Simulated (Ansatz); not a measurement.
# Si2Mo: the cost of one run

Method: DFT LDA, scalar-relativistic, plane waves, PAW, in Ansatz 0.2.0.

1 further run of the same task is left out (set aside as unsound or not needed).

### Step 1. Starting point

It takes space group I4/mmm (No. 139, tetragonal). Conventional cell: a = 3.174 Å, b = 3.174 Å, c = 7.781 Å, α = 90.00°, β = 90.00°, γ = 90.00°. Si (site symmetry 4mm) has 5 Si at 2.57 to 2.61 Å and 5 Mo at 2.59 to 2.61 Å as nearest neighbours. Around Mo (site symmetry 4/mmm) lie 10 Si at 2.59 to 2.61 Å.

As a file:

```cif
data_structure
_symmetry_space_group_name_H-M 'P 1'
_symmetry_Int_Tables_number 1
_cell_length_a 4.4916
_cell_length_b 4.4916
_cell_length_c 4.4916
_cell_angle_alpha 138.620
_cell_angle_beta 138.620
_cell_angle_gamma 59.954
_cell_volume 39.19
loop_
_atom_site_label
_atom_site_type_symbol
_atom_site_fract_x
_atom_site_fract_y
_atom_site_fract_z
_atom_site_occupancy
Si1 Si 0.33514 0.33514 0.00000 1
Si2 Si 0.66486 0.66486 0.00000 1
Mo1 Mo 0.00000 0.00000 0.00000 1
```

It is the result of an earlier relaxation at this level (volume 13.06 Å³/atom; gap on the mesh: none (metal)).

### Step 2. Relaxing at 3 GPa

At a set pressure the run lowers the enthalpy E + PV, so the energy alone may rise along the way.

File input.yaml:

```yaml
crystal:
  lattice:
    - [-1.5869208583, 1.5869208583, 3.8907428685]
    - [1.5869208583, -1.5869208583, 3.8907428685]
    - [1.5869208583, 1.5869208583, -3.8907428685]
  atoms:
    - { symbol: Si, position: [0.3351421644, 0.3351421644, 0.0] }
    - { symbol: Si, position: [0.6648578356, 0.6648578356, 0.0] }
    - { symbol: Mo, position: [0.0, 0.0, 0.0] }
basis:
  ecutwfc: 420
kpoints:
  mp_grid: { grid: [18, 18, 18] }
hamiltonian:
  xc: lda
scf:
  occupations: { method: fermi_dirac, width: 0.15 }
output:
  forces: true
  stress: true
  eigenvalues: true
relax:
  adjacent_minimum: "off"
  f_tol: 0.001
  max_steps: 60
  cell: { stress_tol: 0.02, p_target: 3.0 }
```

Started as:

```
$ ansatz run input.yaml --threads 1 --pin off --max-ram 3072MiB --backend cpu --events-out ev --progress --plain --runs-dir out
```

**Question.** How long does this run take on 1 thread of Intel Xeon Platinum 8175M at 2.50GHz (Skylake/Cascade Lake), shared host, and how much memory does it need?

About 1.9 min, with a peak of 0.61 GiB.
